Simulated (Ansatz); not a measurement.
Geometry optimisation, DFT PBEsol, scalar-relativistic, plane waves, PAW in Ansatz.

Input file:

```yaml
crystal:
  lattice:
    - [5.73086, 0.0, 0.0]
    - [-2.86543, 4.96307, 0.0]
    - [0.0, 0.0, 15.216395]
  atoms:
    - { symbol: W, position: [0.0, 0.0, 0.0657186] }
    - { symbol: C, position: [0.3333333, 0.1666667, 0.1580838] }
    - { symbol: W, position: [0.0, 0.0, 0.2504489] }
    - { symbol: C, position: [0.3333333, 0.1666667, 0.3428141] }
    - { symbol: W, position: [0.0, 0.5, 0.0657186] }
    - { symbol: C, position: [0.3333333, 0.6666667, 0.1580838] }
    - { symbol: W, position: [0.0, 0.5, 0.2504489] }
    - { symbol: C, position: [0.3333333, 0.6666667, 0.3428141] }
    - { symbol: W, position: [0.5, 0.0, 0.0657186] }
    - { symbol: C, position: [0.8333333, 0.1666667, 0.1580838] }
    - { symbol: W, position: [0.5, 0.0, 0.2504489] }
    - { symbol: C, position: [0.8333333, 0.1666667, 0.3428141] }
    - { symbol: W, position: [0.5, 0.5, 0.0657186] }
    - { symbol: C, position: [0.8333333, 0.6666667, 0.1580838] }
    - { symbol: W, position: [0.5, 0.5, 0.2504489] }
    - { symbol: C, position: [0.8333333, 0.6666667, 0.3428141] }
    - { symbol: O, position: [0.8290239, 0.9076582, 0.3934174] }
    - { symbol: H, position: [0.7708074, 0.8644626, 0.4545357] }
basis:
  ecutwfc: 420.0
kpoints:
  mp_grid: { grid: [5, 5, 1] }
hamiltonian:
  xc: pbesol
  pseudopotentials: { kind: paw, azcp: { folder: soft_1 } }
scf:
  occupations: { method: gaussian, width: 0.1 }
  lower_state_search: "off"
relax:
  f_tol: 0.03
  max_steps: 60
  adjacent_minimum: "off"
  constraints: [{ sites: [0, 4, 8, 12] }]
output:
  write_density: true
  write_potential: true
  elf: true
  volumetric_format: npy
```

Run as:

```bash
$ ansatz run input.yaml --threads 4 --pin off --max-ram 10240MiB --backend cpu --events-out ev --progress --plain --runs-dir out
```

Q: Where does it end, and by what steps?

A: The forces met the threshold. The force dipped under the threshold on the way, but the program's further checks kept it going. Limits of this set-up: coarse k mesh, thin slab, slab without dipole correction, odd electron count without spin, PAW files made for another functional. After 19 steps the energy has fallen by 5.491 eV; O17 moved furthest, 1.49 Å. Parted: W3–O17 (2.34 → 3.11 Å).

```json
{"step": "0", "energy less start (eV)": "0.0000", "largest force component (eV/Å)": "4.136", "accepted": "yes"}
{"step": "1", "energy less start (eV)": "-2.4064", "largest force component (eV/Å)": "1.623", "accepted": "yes"}
{"step": "2", "energy less start (eV)": "-3.0358", "largest force component (eV/Å)": "1.525", "accepted": "yes"}
{"step": "3", "energy less start (eV)": "-3.2912", "largest force component (eV/Å)": "1.103", "accepted": "yes"}
{"step": "4", "energy less start (eV)": "-3.4128", "largest force component (eV/Å)": "0.715", "accepted": "yes"}
{"step": "5", "energy less start (eV)": "-3.5095", "largest force component (eV/Å)": "0.855", "accepted": "yes"}
{"step": "6", "energy less start (eV)": "-3.7817", "largest force component (eV/Å)": "1.734", "accepted": "yes"}
{"step": "7", "energy less start (eV)": "-4.3333", "largest force component (eV/Å)": "2.089", "accepted": "yes"}
{"step": "8", "energy less start (eV)": "-4.8474", "largest force component (eV/Å)": "1.429", "accepted": "yes"}
{"step": "9", "energy less start (eV)": "-5.1195", "largest force component (eV/Å)": "1.192", "accepted": "yes"}
{"step": "10", "energy less start (eV)": "-5.3257", "largest force component (eV/Å)": "0.759", "accepted": "yes"}
{"step": "11", "energy less start (eV)": "-5.4462", "largest force component (eV/Å)": "0.365", "accepted": "yes"}
{"step": "12", "energy less start (eV)": "-5.4821", "largest force component (eV/Å)": "0.160", "accepted": "yes"}
{"step": "13", "energy less start (eV)": "-5.4857", "largest force component (eV/Å)": "0.273", "accepted": "yes"}
{"step": "14", "energy less start (eV)": "-5.4835", "largest force component (eV/Å)": "0.392", "accepted": "no"}
{"step": "15", "energy less start (eV)": "-5.4891", "largest force component (eV/Å)": "0.065", "accepted": "yes"}
{"step": "16", "energy less start (eV)": "-5.4895", "largest force component (eV/Å)": "0.101", "accepted": "yes"}
{"step": "17", "energy less start (eV)": "-5.4910", "largest force component (eV/Å)": "0.013", "accepted": "yes"}
{"step": "18", "energy less start (eV)": "-5.4911", "largest force component (eV/Å)": "0.048", "accepted": "yes"}
{"step": "19", "energy less start (eV)": "-5.4912", "largest force component (eV/Å)": "0.017", "accepted": "yes"}
```

```xyz
18
Lattice="5.7309 0.0000 0.0000 -2.8654 4.9631 0.0000 0.0000 0.0000 15.2164" Properties=species:S:1:pos:R:3
W 0.000 0.000 1.000
C 1.431 0.828 2.316
W -0.002 0.010 3.840
C 1.407 0.842 4.971
W -1.433 2.482 1.000
C 0.001 3.310 2.317
W -1.422 2.476 3.843
C 0.001 3.292 4.984
W 2.865 0.000 1.000
C 4.298 0.826 2.317
W 2.866 -0.001 3.863
C 4.314 0.835 4.983
W 1.433 2.482 1.000
C 2.864 3.309 2.344
W 1.423 2.478 3.840
C 2.890 3.293 5.127
O 2.884 3.297 6.457
H 2.070 3.757 6.759
```

The run took 5.6 min on 4 threads of Arm Neoverse V1, on a shared host, peak memory 1.4 GiB.
